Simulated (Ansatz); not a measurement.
# C₃H₃F₃S: one species, many methods

An exercise on one series of results from a longer session: the logs are not shown, and one member is left open.

The runs use Ansatz 0.2.0, Gaussian basis; functionals in def2-TZVPP, the program's frozen cores in correlated methods.

Levels to be run: PBE-D4, r2SCAN-D4, PBE0-D4, B3LYP-D4, ωB97X-V, ωB97M-V, B2PLYP; CCSD(T)/def2-TZVPP; MP2/def2-QZVPP; extrapolation to the limit.

## The geometry

An earlier PBE0-D4 in a triple-zeta def2 set relaxation fixed the geometry.

SMILES `C=CSC(F)(F)F`, 10 atoms, charge 0, spin multiplicity 1.

Atoms are counted from 1 here; the program's logs count them from 0.

Bond lengths: C1–C2 1.325 Å, C1–H8 1.083 Å, C1–H9 1.081 Å, C2–S3 1.747 Å, C2–H10 1.086 Å, S3–C4 1.806 Å, C4–F5 1.333 Å, C4–F6 1.332 Å, C4–F7 1.333 Å. Angles: C2–C1–H8 119.0°, C2–C1–H9 123.7°, H8–C1–H9 117.3°, C1–C2–S3 131.1°, C1–C2–H10 120.4°, S3–C2–H10 108.5°, C2–S3–C4 103.2°, S3–C4–F5 113.2°, S3–C4–F6 106.9°, S3–C4–F7 113.2°, F5–C4–F6 108.1°, F5–C4–F7 107.2°, F6–C4–F7 108.1°.

Geometry (Å):

```xyz
10

C    -0.7407    0.8606   -1.1025
C    -0.4630   -0.4339   -1.1620
S     0.3385   -1.4895   -0.0241
C     0.7464   -0.3860    1.3459
F    -0.3256    0.1649    1.9146
F     1.3676   -1.1240    2.2642
F     1.5610    0.6087    0.9952
H    -1.2540    1.3256   -1.9348
H    -0.4835    1.4919   -0.2635
H    -0.7468   -1.0183   -2.0329
```

Set-up of the first run:

Input file in.yaml:

```yaml
crystal:
  periodic: [false, false, false]
  atoms:
    - {symbol: C, position_ang: [-0.740667, 0.860625, -1.102515]}
    - {symbol: C, position_ang: [-0.463020, -0.433865, -1.162046]}
    - {symbol: S, position_ang: [0.338482, -1.489512, -0.024106]}
    - {symbol: C, position_ang: [0.746420, -0.386028, 1.345860]}
    - {symbol: F, position_ang: [-0.325561, 0.164864, 1.914621]}
    - {symbol: F, position_ang: [1.367556, -1.123998, 2.264206]}
    - {symbol: F, position_ang: [1.561009, 0.608710, 0.995247]}
    - {symbol: H, position_ang: [-1.253972, 1.325597, -1.934814]}
    - {symbol: H, position_ang: [-0.483494, 1.491875, -0.263547]}
    - {symbol: H, position_ang: [-0.746753, -1.018258, -2.032906]}
basis:
  gaussian: {orbitals: def2-TZVPP}
hamiltonian: {xc: pbe, dispersion: d4}
output: {forces: true, orbitals: {seedname: orbitals}}
```

Started as:

```console
> ansatz run in.yaml --threads 2 --pin off --events-out ev --progress --plain --max-ram 32768MiB --backend cpu
```

Among the steps run: PBE-D4 (GGA); r2SCAN-D4 (meta-GGA); PBE0-D4 (hybrid); B3LYP-D4 (hybrid); ωB97X-V (range-separated); ωB97M-V (range-separated); B2PLYP (double hybrid); CCSD(T) in def2-TZVPP; MP2 in def2-QZVPP.

One of the session's tables, all rows but one given; the rest of the session is left out.

It belongs to the step «Atomisation energies». 

| method | atomisation energy (kcal/mol) |
| --- | --- |
| PBE-D4 | ? |
| r2SCAN-D4 | 963.7 |
| PBE0-D4 | 964.3 |
| B3LYP-D4 | 950.0 |
| ωB97X-V | 957.7 |
| ωB97M-V | 959.9 |
| B2PLYP | 941.5 |
| HF/def2-TZVPP | 654.7 |
| MP2/def2-TZVPP | 959.3 |
| CCSD/def2-TZVPP | 902.6 |
| CCSD(T)/def2-TZVPP | 924.3 |
| MP2/CBS | 987.2 |
| CCSD(T)/CBS | 952.3 |

Q: Estimate the row for PBE-D4 from the others.

The run gave: atomisation energy (kcal/mol): 998.6. In the column «atomisation energy (kcal/mol)» it is the highest.

Limits of these values: Free atoms (3 C, 1 S, 3 F, 3 H) were run apart at each level; the atomisation energy is their sum less the molecule, without zero-point or spin-orbit terms.
